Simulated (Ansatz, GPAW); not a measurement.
NaCl: GLLB-SC, run from Python

These are simulated results from GPAW 26.7.0, not measurements. The cell began as a measured structure and was relaxed with r2SCAN in plane waves (Ansatz 0.2.0). All runs are without spin polarisation.

Space group Fm-3m (No. 225), cubic; a = 5.605 Å in the conventional setting, 22.02 Å³ an atom. Na is surrounded by 6 Cl at 2.80 Å; Cl is surrounded by 6 Na at 2.80 Å.

GLLB-SC is a model potential. Its fundamental gap is the Kohn-Sham gap plus a derivative discontinuity, which the script evaluates at the band edges among the listed k points. Its total energy isn't variational and serves nothing here.

The script, run.py:

```python
import json
from ase import Atoms
from gpaw import GPAW, PW, FermiDirac

atoms = Atoms(['Na', 'Cl'],
              cell=[[0.0, 2.802732, 2.802732], [2.802732, 0.0, 2.802732], [2.802732, 2.802732, 0.0]],
              scaled_positions=[[-0.0, 0.0, 0.0], [0.5, 0.5, 0.5]],
              pbc=True)
calc = GPAW(mode=PW(400), xc='GLLBSC', kpts={'size': (6, 6, 6), 'gamma': True},
            occupations=FermiDirac(0.02), maxiter=100, legacy_gpaw=True, txt='gpaw.txt')
atoms.calc = calc
res = {'energy': atoms.get_potential_energy(force_consistent=True)}
res['electrons'] = calc.get_number_of_electrons()
res['k'] = calc.get_ibz_k_points().tolist()
res['levels'] = [calc.get_eigenvalues(kpt=i).tolist() for i in range(len(res['k']))]
points = [[0.0, 0.0, 0.0], [0.5, 0.0, 0.5], [0.625, 0.25, 0.625], [0.375, 0.375, 0.75], [0.5, 0.5, 0.5], [0.5, 0.25, 0.75]]
bands = calc.fixed_density(kpts=points, symmetry='off', nbands=round(res['electrons']) // 2 + 6, convergence={'bands': -2}, txt='bands.txt')
res['points'] = [bands.get_eigenvalues(kpt=i).tolist() for i in range(len(points))]
homo, lumo = bands.get_homo_lumo()
potential = calc.hamiltonian.xc.response.calculate_discontinuity_potential(homo, lumo)
res['discontinuity'] = bands.hamiltonian.xc.response.calculate_discontinuity(potential)
json.dump(res, open('results.json', 'w'))
print('free energy (eV):', round(res['energy'], 5))
```

Command: `python run.py`. It took 9.3 s on 1 thread of Arm Neoverse V1, with other jobs on the host, peak memory 0.14 GiB.

The log gpaw.txt, trimmed of paths, versions and times, then the last line on the terminal. An iter line gives the energy in eV and the logarithms of the changes of orbitals (plane waves alone) and density (c: converged):

```
___ ___ ___ _ _ _
 |   |   |_  | | | |

 | | | | | . | | | |

 |__ |  _|___|_____|  26.7.0
 |___|_|

Input parameters:
  kpts: {gamma: True,
         size: (6, 6, 6)}
  maxiter: 100
  mode: {ecut: 400.0,
         name: pw}
  occupations: {fixmagmom: False,
                name: fermi-dirac,
                width: 0.02}
  xc: GLLBSC

System changes: positions, numbers, cell, pbc, initial_charges, initial_magmoms

Initialize ...

species:
  Na:
    name:    Sodium
    Z:       11.0
    valence: 7
    core:    4
    charge:  0.0  # [|e|]
    compensation charges:
      type: gauss
      rc: 0.37  # [Å]
      lmax: 2
    cutoffs:
      filter: 2.17  # [Å]
      core: 2.51  # [Å]
    projectors
    | kind |    occ | energy [eV] | rcut [Å] |

    |------|--------|-------------|----------|

    |   3s |  1.000 |      -3.912 |    1.201 |

    |   2p |  6.000 |     -30.109 |    1.217 |

    |   3p |  0.000 |      -2.230 |    1.217 |

    |    s |        |      23.299 |    1.201 |

    |    d |        |       0.000 |    1.238 |

    Using partial waves for Na as LCAO basis

  Cl:
    name:    Chlorine
    Z:       17.0
    valence: 7
    core:    10
    charge:  0.0  # [|e|]
    compensation charges:
      type: gauss
      rc: 0.25  # [Å]
      lmax: 2
    cutoffs:
      filter: 1.40  # [Å]
      core: 1.49  # [Å]
    projectors
    | kind |    occ | energy [eV] | rcut [Å] |

    |------|--------|-------------|----------|

    |   3s |  2.000 |     -24.525 |    0.794 |

    |   3p |  5.000 |     -12.463 |    0.794 |

    |    s |        |       2.686 |    0.794 |

    |    p |        |      14.748 |    0.794 |

    |    d |        |       0.000 |    0.794 |

    Using partial waves for Cl as LCAO basis

Reference energy: -16942.937239  # eV

Spin-paired calculation

Convergence criteria:
 Maximum [total energy] change in last 3 cyles: 0.0005 eV / valence electron
 Maximum integral of absolute [dens]ity change: 0.0001 electrons / valence electron
 Maximum integral of absolute [eigenst]ate change: 4e-08 eV^2 / valence electron
 Maximum number of scf [iter]ations: 100
 (Square brackets indicate name in SCF output, whereas a 'c' in
 the SCF output indicates the quantity has converged.)

Symmetries present (total): 48

  ( 1  0  0)  ( 1  0  0)  ( 1  0  0)  ( 1  0  0)  ( 1  0 -1)  ( 1  0 -1)
  ( 1  0 -1)  ( 1 -1  0)  ( 0  1  0)  ( 0  0  1)  ( 1  0  0)  ( 1 -1  0)
  ( 1 -1  0)  ( 1  0 -1)  ( 0  0  1)  ( 0  1  0)  ( 1 -1  0)  ( 1  0  0)

  ( 1  0 -1)  ( 1  0 -1)  ( 1 -1  0)  ( 1 -1  0)  ( 1 -1  0)  ( 1 -1  0)
  ( 0  1 -1)  ( 0  0 -1)  ( 1  0  0)  ( 1  0 -1)  ( 0 -1  1)  ( 0 -1  0)
  ( 0  0 -1)  ( 0  1 -1)  ( 1  0 -1)  ( 1  0  0)  ( 0 -1  0)  ( 0 -1  1)

  ( 0  1  0)  ( 0  1  0)  ( 0  1  0)  ( 0  1  0)  ( 0  1 -1)  ( 0  1 -1)
  ( 1  0  0)  ( 0  1 -1)  ( 0  0  1)  (-1  1  0)  ( 1  0 -1)  ( 0  1  0)
  ( 0  0  1)  (-1  1  0)  ( 1  0  0)  ( 0  1 -1)  ( 0  0 -1)  (-1  1  0)

  ( 0  1 -1)  ( 0  1 -1)  ( 0  0  1)  ( 0  0  1)  ( 0  0  1)  ( 0  0  1)
  ( 0  0 -1)  (-1  1  0)  ( 1  0  0)  ( 0  1  0)  ( 0 -1  1)  (-1  0  1)
  ( 1  0 -1)  ( 0  1  0)  ( 0  1  0)  ( 1  0  0)  (-1  0  1)  ( 0 -1  1)

  ( 0  0 -1)  ( 0  0 -1)  ( 0  0 -1)  ( 0  0 -1)  ( 0 -1  1)  ( 0 -1  1)
[... 5 lines left out ...]
  ( 1 -1  0)  ( 0  0  1)  ( 0 -1  1)  (-1  0  0)  ( 1 -1  0)  ( 0  0 -1)

  (-1  1  0)  (-1  1  0)  (-1  1  0)  (-1  1  0)  (-1  0  1)  (-1  0  1)
  ( 0  1  0)  ( 0  1 -1)  (-1  0  1)  (-1  0  0)  ( 0  0  1)  ( 0 -1  1)
  ( 0  1 -1)  ( 0  1  0)  (-1  0  0)  (-1  0  1)  ( 0 -1  1)  ( 0  0  1)

  (-1  0  1)  (-1  0  1)  (-1  0  0)  (-1  0  0)  (-1  0  0)  (-1  0  0)
  (-1  1  0)  (-1  0  0)  ( 0  0 -1)  ( 0 -1  0)  (-1  1  0)  (-1  0  1)
  (-1  0  0)  (-1  1  0)  ( 0 -1  0)  ( 0  0 -1)  (-1  0  1)  (-1  1  0)

216 k-points: 6 x 6 x 6 Monkhorst-Pack grid + [1/12,1/12,1/12]
16 k-points in the irreducible part of the Brillouin zone
       k-points in crystal coordinates                weights
   0:     0.00000000    0.00000000    0.00000000          1/216
   1:     0.16666667    0.16666667    0.00000000          6/216
   2:     0.16666667    0.16666667    0.16666667          8/216
   3:     0.33333333    0.16666667    0.16666667         12/216
   4:     0.33333333    0.33333333   -0.33333333         12/216
   5:     0.33333333    0.33333333    0.00000000          6/216
   6:     0.33333333    0.33333333    0.16666667         24/216
   7:     0.33333333    0.33333333    0.33333333          8/216
   8:     0.50000000    0.33333333   -0.33333333         24/216
   9:     0.50000000    0.33333333   -0.16666667         12/216
          ...
  15:     0.50000000    0.50000000    0.50000000          4/216

Wave functions: Plane wave expansion
  Cutoff energy: 400.000 eV
  Number of coefficients (min, max): 782, 821
  Pulay-stress correction: 0.000000 eV/Ang^3 (de/decut=0.000000)
  Using FFTW library
  ScaLapack parameters: grid=1x1, blocksize=None
  Wavefunction extrapolation:
    Improved wavefunction reuse through dual PAW basis

Occupation numbers: Fermi-Dirac:
  width: 0.0200  # eV

Eigensolver
   Davidson(niter=2)

Densities:
  Coarse grid: 20*20*20 grid
  Fine grid: 40*40*40 grid
  Total Charge: 0.000000

Density mixing:
  Method: separate
  Backend: msr1
  Linear mixing parameter: 0.05
  old densities: 10
  Width of damping distribution: 1.1
  Damping of long wavelength oscillations: 20

Hamiltonian:
  XC and Coulomb potentials evaluated on a 40*40*40 grid
  Using the GLLBSC Exchange-Correlation functional
  External potential:
    NoExternalPotential

XC parameters: GLLBSC functional being used consists of
  -----------------------------------------------------------------------
  | Weight | Module     | Description                                   |

  -----------------------------------------------------------------------
  |  1.000 | SCREENING  | GGA_X_PBE_SOL with 2 nearest neighbor stencil |

  |  1.000 | RESPONSE   | eps=0.0500 eV                                 |

  |  1.000 | XC         | GGA_C_PBE_SOL with 2 nearest neighbor stencil |

  -----------------------------------------------------------------------

Memory estimate:
  Process memory now: 110.30 MiB
  Calculator: 9.79 MiB
    Density: 3.87 MiB
      Arrays: 1.59 MiB
      Localized functions: 1.06 MiB
      Mixer: 1.22 MiB
    Hamiltonian: 1.06 MiB
      Arrays: 1.04 MiB
      XC: 0.00 MiB
      Poisson: 0.00 MiB
      vbar: 0.03 MiB
    Wavefunctions: 4.86 MiB
      Arrays psit_nG: 2.20 MiB
      Eigensolver: 0.22 MiB
      Projections: 0.07 MiB
      Projectors: 1.86 MiB
      PW-descriptor: 0.51 MiB

Total number of cores used: 1

Number of atoms: 2
Number of atomic orbitals: 11
Number of bands in calculation: 11
Number of valence electrons: 14
Bands to converge: occupied

... initialized

Initializing position-dependent things.

Density initialized from atomic densities
Creating initial wave functions:
  11 bands from LCAO basis set
Positions:
   0 Na     0.000000    0.000000    0.000000    ( 0.0000,  0.0000,  0.0000)
   1 Cl     2.802732    2.802732    2.802732    ( 0.0000,  0.0000,  0.0000)

Unit cell:
           periodic     x           y           z      points  spacing
  1. axis:    yes    0.000000    2.802732    2.802732    20     0.1618
  2. axis:    yes    2.802732    0.000000    2.802732    20     0.1618
  3. axis:    yes    2.802732    2.802732    0.000000    20     0.1618

  Lengths:   3.963662   3.963662   3.963662
  Angles:   60.000000  60.000000  60.000000

Effective grid spacing dv^(1/3) = 0.1766

iter:   1    -7.710889
iter:   2    -7.844339   -1.62  -1.36
iter:   3    -7.649664   -2.86  -1.29
iter:   4    -7.141035   -1.79  -1.40
iter:   5    -6.934033   -2.13  -1.79
iter:   6    -6.777044   -3.15  -1.71
iter:   7    -6.841262   -3.85  -1.61
iter:   8    -6.916054   -2.84  -1.68
iter:   9    -6.957549   -3.35  -2.12
iter:  10    -6.954380   -4.07  -2.53
iter:  11    -6.961720   -4.50  -2.88
iter:  12    -6.962076   -5.40  -4.10c
iter:  13    -6.959287c  -4.53  -4.01c
iter:  14    -6.962428c  -4.67  -3.93
iter:  15    -6.962655c  -5.88  -4.25c
iter:  16    -6.962479c  -6.89  -4.23c
iter:  17    -6.962472c  -7.75c -4.66c

Converged after 17 iterations.

Energy contributions relative to reference atoms: (reference = -16942.937239)

Kinetic:        +18.411261
Potential:      -16.995975
External:        +0.000000
XC:              -8.406348
Entropy (-ST):   -0.000000
Local:           +0.028591
SIC:             +0.000000
--------------------------
Free energy:     -6.962472
Extrapolated:    -6.962472

GLLBSC response reference energy: -3.13405 eV (from HOMO)

Showing only first 2 kpts
 Kpt  Band  Eigenvalues  Occupancy
  0     5     -3.13384    2.00000
  0     6     -3.13384    2.00000
  0     7      3.42799    0.00000
  0     8     12.76233    0.00000

  1     5     -3.28404    2.00000
  1     6     -3.28403    2.00000
  1     7      4.42983    0.00000
  1     8      9.27791    0.00000

Fermi level: -1.60427

Gap: 6.562 eV
Transition (v -> c):
  (s=0, k=0, n=6, [0.00, 0.00, 0.00]) -> (s=0, k=0, n=7, [0.00, 0.00, 0.00])
No difference between direct/indirect transitions

free energy (eV): -6.96247
```

The gap in the log is over the mesh alone; results.json adds the listed points. GLLB-SC gives a gap of 9.52 eV (6.562 eV Kohn-Sham over the listed points plus 2.958 eV discontinuity). On the same cell, plane-wave PBE (Ansatz, 8×8×8 k points and the special points) gives a gap of 5.18 eV and r2SCAN a gap of 5.98 eV; on shared hosts these took about 1.4 and 3.2 core-seconds on the 2-atom cell, against 9.3 for the script. Semilocal gaps usually lie below measured ones.
